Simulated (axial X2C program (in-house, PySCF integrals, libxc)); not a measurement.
**A two-component session on InF⁺: properties at the nuclei**

Wanted for InF⁺: properties at the nuclei, at the two-component level.

Computed with an in-house X2C program for linear molecules on PySCF integrals. Level: two-component X2C with atomic mean-field terms, In dyall-cv3z, F dyall-av3z.

All values are calculated.

### Step 1. Set-up

Contents of task.json:

```json
{"zs": [49, 9], "q": 1, "bas": ["dyall-cv3z", "dyall-av3z"], "r0": 2.06, "levels": ["PBE0", "HF", "TPSSh", "BP86", "r2SCAN"], "nst": 3}
```

Keys: zs atomic numbers; q charge; bas basis sets; r0 starting distance in Å; levels methods (HF also brings MP2); nst determinants followed.

Command:

```console
$ python soeom.py task.json out
```

The runs that follow: Expectation values, lowest determinant.

Q: Predict the outcome of this session. Wanted: lowest determinant; Eeff magnitude; Ws magnitude In; A∥/gI In; qzz In.

As calculated:

```
                    quantity                                    value
          lowest determinant  Ω = 1/2 (excess of +ω over −ω: ω = 1/2)
Eeff magnitude (GV/cm), PBE0                                     17.9
 Ws magnitude In (kHz), PBE0                                     20.7
        A∥/gI In (MHz), PBE0                                     8420
         qzz In (a.u.), PBE0                                    -3.47
```

In words: In the first state, the effective field runs from 16.1 to 20.1 GV/cm over the mean-field levels. The expectation values come from single determinants, which for open shells can mix terms of unlike spin or miss the lowest Ω, so a determinant need not be a state. Eeff is the effective electric field on the electron dipole moment in this Ω state and Ws the scalar–pseudoscalar constant (defined with the proton number Z and per Ω); A∥ is the parallel hyperfine constant, which follows by multiplying with the nuclear g factor gI = μI/(I μN); qzz is the electric field gradient, eQq0 = 234.96 MHz × Q/barn × qzz. The operators were transformed with the bare-nucleus X2C matrices.
